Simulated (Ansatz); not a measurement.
# GaH2: the cost of one run

Method: DFT PBE, scalar-relativistic, plane waves, PAW, in Ansatz 0.2.0.

## Step 1: Starting point

Symmetry: P6/mmm, No. 191, hexagonal system. Conventional cell: a = 3.100 Å, b = 3.100 Å, c = 3.347 Å, α = 90.00°, β = 90.00°, γ = 120.00°. Ga (site symmetry 6/mmm) has 12 H at 2.45 Å as nearest neighbours. H (site symmetry -6m2) is surrounded by 3 H at 1.79 Å and 6 Ga at 2.45 Å.

Coordinates:

```
Ga H
1.0
     3.10016    0.00000    0.00000
    -1.55008    2.68482    0.00000
     0.00000    0.00000    3.34735
Ga H
1 2
Direct
  0.00000 0.00000 0.00000
  0.33333 0.66667 0.50000
  0.66667 0.33333 0.50000
```

This is candidate A: AlB2 type (P6/mmm, No. 191).

(A quick probe on a coarse mesh, which set the mesh and smearing, is not shown.)

## Step 3: Full relaxation (candidate A)

input.yaml reads:

```yaml
crystal:
  lattice:
    - [3.1001631935, 0.0, 0.0]
    - [-1.5500815968, 2.6848200815, 0.0]
    - [0.0, 0.0, 3.3473522853]
  atoms:
    - { symbol: Ga, position: [0.0, 0.0, 0.0] }
    - { symbol: H, position: [0.3333333333, 0.6666666667, 0.5] }
    - { symbol: H, position: [0.6666666667, 0.3333333333, 0.5] }
basis:
  ecutwfc: 420
kpoints:
  mp_grid: { grid: [18, 18, 14] }
hamiltonian:
  xc: pbe
scf:
  occupations: { method: gaussian, width: 0.1 }
output:
  forces: true
  stress: true
  eigenvalues: true
relax:
  adjacent_minimum: "off"
  f_tol: 0.01
  max_steps: 80
  cell: { stress_tol: 0.05 }
```

The run is started by

```console
ansatz run input.yaml --threads 1 --pin off --max-ram 2560MiB --backend cpu --events-out ev --progress --plain --runs-dir out
```

**Question.** How long does this run take on 1 thread of Arm Neoverse V1, shared host, and how much memory does it need?

About 84 s, with a peak of 0.39 GiB.
